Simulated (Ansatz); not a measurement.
# C₂H₄O₂Si: geometry optimisation

Aim: relax C₂H₄O₂Si at this level.

The runs use Ansatz 0.2.0; RKS r2SCAN-D4/def2-SVP.

## Step 1: Starting geometry

SMILES `O=C1OC[SiH2]1`, 9 atoms, charge 0, spin multiplicity 1.

Atoms are counted from 1 here; the program's logs count them from 0.

Bond lengths: O1–C2 1.199 Å, C2–O3 1.392 Å, C2–Si5 1.960 Å, O3–C4 1.468 Å, C4–Si5 1.918 Å, C4–H6 1.109 Å, C4–H7 1.109 Å, Si5–H8 1.502 Å, Si5–H9 1.502 Å. Angles: O1–C2–O3 124.0°, O1–C2–Si5 143.7°, O3–C2–Si5 92.3°, C2–O3–C4 104.6°, O3–C4–Si5 91.7°, O3–C4–H6 109.8°, O3–C4–H7 109.8°, Si5–C4–H6 117.4°, Si5–C4–H7 117.4°, H6–C4–H7 109.2°, C2–Si5–C4 71.4°, C2–Si5–H8 117.6°, C2–Si5–H9 117.7°, C4–Si5–H8 117.6°, C4–Si5–H9 117.7°, H8–Si5–H9 110.2°.

As a file:

```xyz
9
C2H4O2Si
O    -0.4408   -2.2542   -1.1811
C    -0.2256   -1.1819   -0.6905
O     0.0158   -0.0240   -1.4247
C     0.2235    1.0185   -0.4128
Si   -0.0450   -0.2336    1.0151
H    -0.5331    1.8191   -0.5371
H     1.2366    1.4546   -0.5246
H    -1.2782   -0.0745    1.8575
H     1.1352   -0.5704    1.8809
```

## Step 2: Relaxation

input.yaml

```yaml
crystal:
  periodic: [false, false, false]
  atoms:
    - { symbol: O, position_ang: [-0.440843, -2.254174, -1.181066] }
    - { symbol: C, position_ang: [-0.225648, -1.181859, -0.690506] }
    - { symbol: O, position_ang: [0.01581, -0.024021, -1.424662] }
    - { symbol: C, position_ang: [0.223503, 1.018521, -0.412756] }
    - { symbol: Si, position_ang: [-0.044978, -0.233561, 1.015077] }
    - { symbol: H, position_ang: [-0.533117, 1.819111, -0.537095] }
    - { symbol: H, position_ang: [1.236631, 1.454551, -0.524588] }
    - { symbol: H, position_ang: [-1.278195, -0.074528, 1.857509] }
    - { symbol: H, position_ang: [1.135238, -0.570441, 1.880887] }
basis:
  gaussian: { orbitals: def2-SVP }
hamiltonian:
  xc: r2scan
  dispersion: d4
output:
  forces: true
relax:
  f_tol: 0.003
  max_steps: 120
```

Run with:

```
ansatz run input.yaml --threads 1 --pin off --max-ram 2560MiB --backend cpu --events-out ev --progress --plain --runs-dir out
```

Before running it: what results should come out? Wanted: energy gained; root mean square move; dipole moment.

As calculated:

| quantity | value |
| --- | --- |
| energy gained | 0.0110 eV |
| root mean square move | 0.011 Å |
| dipole moment | 4.12 D |

What this shows: Bond lengths: O1–C2 1.192 Å, C2–O3 1.383 Å, C2–Si5 1.949 Å, O3–C4 1.465 Å, C4–Si5 1.908 Å, C4–H6 1.101 Å, C4–H7 1.101 Å, Si5–H8 1.491 Å, Si5–H9 1.491 Å. Angles: O1–C2–O3 123.8°, O1–C2–Si5 143.9°, O3–C2–Si5 92.3°, C2–O3–C4 104.7°, O3–C4–Si5 91.4°, O3–C4–H6 109.5°, O3–C4–H7 109.5°, Si5–C4–H6 117.7°, Si5–C4–H7 117.7°, H6–C4–H7 109.1°, C2–Si5–C4 71.6°, C2–Si5–H8 117.5°, C2–Si5–H9 117.5°, C4–Si5–H8 117.6°, C4–Si5–H9 117.7°, H8–Si5–H9 110.4°. No frequencies were computed here.
